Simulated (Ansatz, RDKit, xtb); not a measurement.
# C3H8S2Si: which of the isomers drawn lies lowest?, part 2 of 2

Which of a sample of isomers of C3H8S2Si is the most stable in the gas at 298.15 K, and what are its properties? The sample is small against all isomers, and the most stable one of this formula need not be in it.

xtb, Ansatz and PySCF; isolated molecules. Earlier steps stand in the parts before.

### Step 7. Vibrations and thermal terms

The lowest few in one piece go on as finalists. In this search the thermal terms come from GFN2-xTB at its own nearest minimum. The first, c168b:

start.xyz

```xyz
14
c168b
C      0.350456    -1.221251     0.381393
C     -0.745996    -0.402499    -0.273804
C     -1.015662    -0.768342    -1.726834
S      0.392148    -0.356897    -2.826854
S     -0.429575     1.413955    -0.152737
Si     0.810326     1.539150    -1.901857
H      0.516025    -0.894052     1.416840
H      0.074775    -2.288610     0.392836
H      1.296505    -1.121192    -0.171231
H     -1.690454    -0.528392     0.282555
H     -1.161165    -1.855861    -1.828269
H     -1.921091    -0.261899    -2.090475
H      2.276800     1.639672    -1.641426
H      0.403115     2.733244    -2.698737
```

Started as:

```console
xtb start.xyz --gfn 2 --ohess tight
```

Output (excerpt; [...] marks lines left out):

```text
* xtb version 6.7.1
[...]
          :  # basis functions                  50          :
[...]
          :  # electrons                        36          :
[...]
          :  Hamiltonian                  GFN2-xTB          :
[...]
          :  net charge                          0          :
          :  unpaired electrons                  0          :
[...]
   *** convergence criteria satisfied after 13 iterations ***
[...]
   *** GEOMETRY OPTIMIZATION CONVERGED AFTER 10 ITERATIONS ***
[...]
   *** convergence criteria satisfied after 3 iterations ***
[...]
         ::                     SUMMARY                     ::
         :::::::::::::::::::::::::::::::::::::::::::::::::::::
         :: total energy             -18.782941398356 Eh    ::
         :: gradient norm              0.000256361335 Eh/a0 ::
         :: HOMO-LUMO gap              3.935295834385 eV    ::
         ::.................................................::
         :: SCC energy               -18.963832511599 Eh    ::
         :: -> isotropic ES            0.026241709602 Eh    ::
         :: -> anisotropic ES          0.001964187576 Eh    ::
         :: -> anisotropic XC          0.007328787820 Eh    ::
         :: -> dispersion             -0.013034240416 Eh    ::
         :: repulsion energy           0.180891113243 Eh    ::
         :: add. restraining           0.000000000000 Eh    ::
         :: total charge               0.000000000000 e     ::
         :::::::::::::::::::::::::::::::::::::::::::::::::::::
[...]
        18        2.0000           -0.3778658             -10.2823 (HOMO)
        19                         -0.2332464              -6.3470 (LUMO)
[...]
molecular dipole:
                 x           y           z       tot (Debye)
 q only:        0.197      -0.003       0.094
   full:       -0.002      -0.159       0.142       0.542
molecular quadrupole (traceless):
[...]
          | TOTAL ENERGY              -18.782941398360 Eh   |
          | TOTAL ENTHALPY            -18.671396607531 Eh   |
          | TOTAL FREE ENERGY         -18.712670797349 Eh   |
          | GRADIENT NORM               0.000256273646 Eh/α |
[...]
```

Wall time 0.27 s (4 threads of Arm Neoverse V1, shared host).

### Step 8. Zero-point energy and free-energy terms

As xtb prints them, at 298.15 K, with its own treatment of low modes:

| label | SMILES | spin | lowest mode (cm⁻¹) | zero-point (kcal/mol) | G − E (kcal/mol) |
| --- | --- | --- | --- | --- | --- |
| c168b | C[C@@H]1CS[SiH2]S1 | singlet | 74 | 64.5 | 44.1 |
| c345b | C[C@]1(S[SiH3])CS1 | singlet | 62 | 61.2 | 40.2 |
| c168bt | C[CH]CS[SiH2][S] | triplet | 28 | 61.2 | 38.6 |

### Step 9. Last filter: a higher level

Single points at CCSD(T)/def2-SVP + MP2/def2-TZVPP - MP2/def2-SVP on the refined geometries decide the order.

c168b, CCSD(T)/def2-SVP:

input.yaml

```yaml
crystal:
  periodic: [false, false, false]
  atoms:
    - {symbol: C, position_ang: [0.350456, -1.221251, 0.381393]}
    - {symbol: C, position_ang: [-0.745996, -0.402499, -0.273804]}
    - {symbol: C, position_ang: [-1.015662, -0.768342, -1.726834]}
    - {symbol: S, position_ang: [0.392148, -0.356897, -2.826854]}
    - {symbol: S, position_ang: [-0.429575, 1.413955, -0.152737]}
    - {symbol: Si, position_ang: [0.810326, 1.539150, -1.901857]}
    - {symbol: H, position_ang: [0.516025, -0.894052, 1.416840]}
    - {symbol: H, position_ang: [0.074775, -2.288610, 0.392836]}
    - {symbol: H, position_ang: [1.296505, -1.121192, -0.171231]}
    - {symbol: H, position_ang: [-1.690454, -0.528392, 0.282555]}
    - {symbol: H, position_ang: [-1.161165, -1.855861, -1.828269]}
    - {symbol: H, position_ang: [-1.921091, -0.261899, -2.090475]}
    - {symbol: H, position_ang: [2.276800, 1.639672, -1.641426]}
    - {symbol: H, position_ang: [0.403115, 2.733244, -2.698737]}
basis:
  gaussian:
    orbitals: def2-SVP
correlation:
  method: ccsd_t
  frozen_orbitals: {H: 0, C: 1, S: 5, Si: 5}
```

Started as:

```console
ansatz run input.yaml --threads 4 --pin off --max-ram 7830MiB --events-out events.jsonl --progress --plain --runs-dir runs
```

Output (excerpt; [...] marks lines left out):

```text
Warning: RAYON_NUM_THREADS=4 ignored (pool sized by the plan → 4); use --threads N
Functional definition: HF
  name "HF"
[...]
1340 factors; integrals over basis functions are off by at most 1.4e-3 eV
[...]
mean field -32704.78536468 eV, -1201.8786940522 hartree, gradient 2.8e-6 eV, S^2 0.000000; 0 other end points of the search recorded, 0 dependent functions left out
18 core orbitals not correlated: weight in the atoms' cores, before any rotation towards them, 1.000 or more for the frozen orbitals, at most 0.000 for the correlated occupied ones
reference -32704.78536468 eV, -1201.8786940522 hartree; 18, 18 occupied and 100, 100 virtual orbitals, 1340 factors
second order -21.30518790 eV of doubles, -0.00000000 eV of singles
cycle   1  -22.53531607 eV  change    -1.2e0 eV  update   1.1e-1
[...]
cycle   8  -23.27251466 eV  change   -9.1e-6 eV  update   4.1e-5
perturbative correction -0.79905583 eV, -0.0293647600 hartree
Total energy: -32728.85693517 eV, -1202.7633079513 hartree
```

Wall time 17 s (4 threads of Arm Neoverse V1, shared host); peak memory 0.88 GiB.

### Step 10. c168b at MP2/def2-TZVPP

Edit input.yaml of step 9 so:

```diff
@@ -18,6 +18,3 @@
 basis:
-  gaussian:
-    orbitals: def2-SVP
-correlation:
-  method: ccsd_t
-  frozen_orbitals: {H: 0, C: 1, S: 5, Si: 5}
+  gaussian: {orbitals: def2-TZVPP}
+correlation: {method: mp2, frozen_orbitals: {H: 0, C: 1, S: 5, Si: 5}}
```

Started as:

```console
ansatz run input.yaml --threads 4 --pin off --max-ram 7830MiB --events-out events.jsonl --progress --plain --runs-dir runs
```

Output:

```text
Warning: RAYON_NUM_THREADS=4 ignored (pool sized by the plan → 4); use --threads N
Functional definition: HF
  name "HF"
  exchange = exact_x
  correlation = 0
1915 factors; integrals over basis functions are off by at most 1.1e-3 eV
mean field evaluation 1: about -32714.8358 eV, gradient 3.1e1 eV
mean field evaluation 2: about -32715.2721 eV, gradient 3.1e1 eV
mean field evaluation 4: about -32718.5406 eV, gradient 5.1e0 eV
mean field evaluation 8: about -32718.6322 eV, gradient 3.6e-1 eV
mean field evaluation 16: about -32718.6329 eV, gradient 2.6e-6 eV
mean field -32718.63293401 eV, -1202.3875828391 hartree, gradient 2.6e-6 eV, S^2 0.000000; 0 other end points of the search recorded, 0 dependent functions left out
18 core orbitals not correlated: weight in the atoms' cores, before any rotation towards them, 1.000 or more for the frozen orbitals, at most 0.000 for the correlated occupied ones
reference -32718.63293401 eV, -1202.3875828391 hartree; 18, 18 occupied and 295, 295 virtual orbitals, 1915 factors
second order -26.94569815 eV of doubles, -0.00000000 eV of singles
Total energy: -32745.57863216 eV, -1203.3778189816 hartree
```

It took 9.3 s on 4 threads of Arm Neoverse V1, shared host; peak memory 1.2 GiB.

### Step 11. c345b at CCSD(T)/def2-SVP

input.yaml

```yaml
crystal:
  periodic: [false, false, false]
  atoms:
    - {symbol: C, position_ang: [-2.177077, 0.411121, -0.431656]}
    - {symbol: C, position_ang: [-0.718748, 0.703465, -0.190721]}
    - {symbol: C, position_ang: [0.290856, 0.219730, -1.158823]}
    - {symbol: S, position_ang: [-0.495611, 2.354520, 0.542554]}
    - {symbol: S, position_ang: [0.318708, -0.665702, 0.424598]}
    - {symbol: Si, position_ang: [1.321958, 2.117970, 1.669689]}
    - {symbol: H, position_ang: [-2.733689, 0.415075, 0.515690]}
    - {symbol: H, position_ang: [-2.295959, -0.571966, -0.908987]}
    - {symbol: H, position_ang: [-2.610295, 1.182956, -1.088560]}
    - {symbol: H, position_ang: [2.482102, 1.703215, 0.828302]}
    - {symbol: H, position_ang: [1.169106, 1.226151, 2.852009]}
    - {symbol: H, position_ang: [1.544701, 3.520857, 2.136649]}
    - {symbol: H, position_ang: [1.157319, 0.859453, -1.359022]}
    - {symbol: H, position_ang: [-0.059256, -0.365190, -2.017340]}
basis:
  gaussian:
    orbitals: def2-SVP
correlation:
  method: ccsd_t
  frozen_orbitals: {H: 0, C: 1, S: 5, Si: 5}
```

Started as:

```console
ansatz run input.yaml --threads 4 --pin off --max-ram 7830MiB --events-out events.jsonl --progress --plain --runs-dir runs
```

Output (excerpt; [...] marks lines left out):

```text
Warning: RAYON_NUM_THREADS=4 ignored (pool sized by the plan → 4); use --threads N
Functional definition: HF
  name "HF"
[...]
1338 factors; integrals over basis functions are off by at most 1.3e-3 eV
[...]
mean field -32703.01828664 eV, -1201.8137551320 hartree, gradient 1.5e-6 eV, S^2 0.000000; 0 other end points of the search recorded, 0 dependent functions left out
18 core orbitals not correlated: weight in the atoms' cores, before any rotation towards them, 1.000 or more for the frozen orbitals, at most 0.000 for the correlated occupied ones
reference -32703.01828664 eV, -1201.8137551320 hartree; 18, 18 occupied and 100, 100 virtual orbitals, 1338 factors
second order -21.45425064 eV of doubles, -0.00000000 eV of singles
cycle   1  -22.57449024 eV  change    -1.1e0 eV  update   1.1e-1
[...]
cycle   9  -23.37902752 eV  change    3.3e-6 eV  update   2.0e-5
perturbative correction -0.83199632 eV, -0.0305753009 hartree
Total energy: -32727.22931048 eV, -1202.7034938475 hartree
```

Run time: 17 s. Hardware: 4 threads of Arm Neoverse V1, shared host; peak memory 0.88 GiB.

### Step 12. Putting it together

Energies in kcal/mol from c168b; G adds the thermal terms to the CCSD(T)/def2-SVP + MP2/def2-TZVPP - MP2/def2-SVP energy.

| label | SMILES | spin | PBE0-D3(BJ)/def2-SVP | HF/def2-SVP | MP2/def2-SVP | CCSD(T)/def2-SVP + MP2/def2-TZVPP - MP2/def2-SVP | G | share at equilibrium | T1 |
| --- | --- | --- | --- | --- | --- | --- | --- | --- | --- |
| c168b | C[C@@H]1CS[SiH2]S1 | singlet | 0.0 | 0.0 | 0.0 | 0.0 | 0.0 | 100.0 % | 0.010 |
| c345b | C[C@]1(S[SiH3])CS1 | singlet | 39.4 | 40.7 | 37.3 | 38.6 | 34.8 | < 0.1 % | 0.010 |
| c168bt | C[CH]CS[SiH2][S] | triplet | 64.6 | 43.5 | 74.5 | 71.2 | 65.7 | < 0.1 % | 0.019 |

Lowest found: c168b, `C[C@@H]1CS[SiH2]S1`, a singlet. Bond lengths: C1–C2 1.517 Å, C2–C3 1.522 Å, C3–S4 1.833 Å, C2–S5 1.848 Å, S4–Si6 2.151 Å, S5–Si6 2.148 Å, C1–H7 1.098 Å, C1–H8 1.102 Å, C1–H9 1.100 Å, C2–H10 1.103 Å, C3–H11 1.102 Å, C3–H12 1.099 Å, Si6–H13 1.493 Å, Si6–H14 1.492 Å. Some angles: C1–C2–C3 114.2°, C1–C2–S5 112.2°, C3–C2–S5 109.2°, C2–C3–S4 112.5°, C3–S4–Si6 95.1°, C2–S5–Si6 95.9°, S4–Si6–S5 100.8°, C1–C2–H10 109.8°, C3–C2–H10 107.6°, S5–C2–H10 103.0°.

```xyz
14

C     0.3505   -1.2213    0.3814
C    -0.7460   -0.4025   -0.2738
C    -1.0157   -0.7683   -1.7268
S     0.3921   -0.3569   -2.8269
S    -0.4296    1.4140   -0.1527
Si    0.8103    1.5392   -1.9019
H     0.5160   -0.8941    1.4168
H     0.0748   -2.2886    0.3928
H     1.2965   -1.1212   -0.1712
H    -1.6905   -0.5284    0.2826
H    -1.1612   -1.8559   -1.8283
H    -1.9211   -0.2619   -2.0905
H     2.2768    1.6397   -1.6414
H     0.4031    2.7332   -2.6987
```

### Step 13. Results

What follows sums up all 2 parts.

```
                                 quantity                                                                    value
                   lowest structure found                                              C[C@@H]1CS[SiH2]S1, singlet
                            next finalist                   C[C@]1(S[SiH3])CS1, singlet, 34.8 kcal/mol higher in G
share at equilibrium, among the finalists                                                                  100.0 %
                                   funnel  16 starts, 16 minima at GFN2-xTB, 6 screening runs, 3 relaxed, 3 ranked
                     CPU time of all runs                                                                   35 min
```

In words: The search ends on `C[C@@H]1CS[SiH2]S1`. The margin of 34.8 kcal/mol over the next finalist is beyond the usual error of the last level; it says nothing of structures that weren't ranked. PBE0-D3(BJ)/def2-SVP, HF/def2-SVP and MP2/def2-SVP already put its bonding pattern lowest among the structures in one piece. The largest share of the time went into the relaxations (60 %). Lowest found is not proven lowest: the search is finite, and each finalist counts with one conformer. Only 5 drawn patterns were tried, so whole families of isomers are missing, and the result ranks this sample alone.
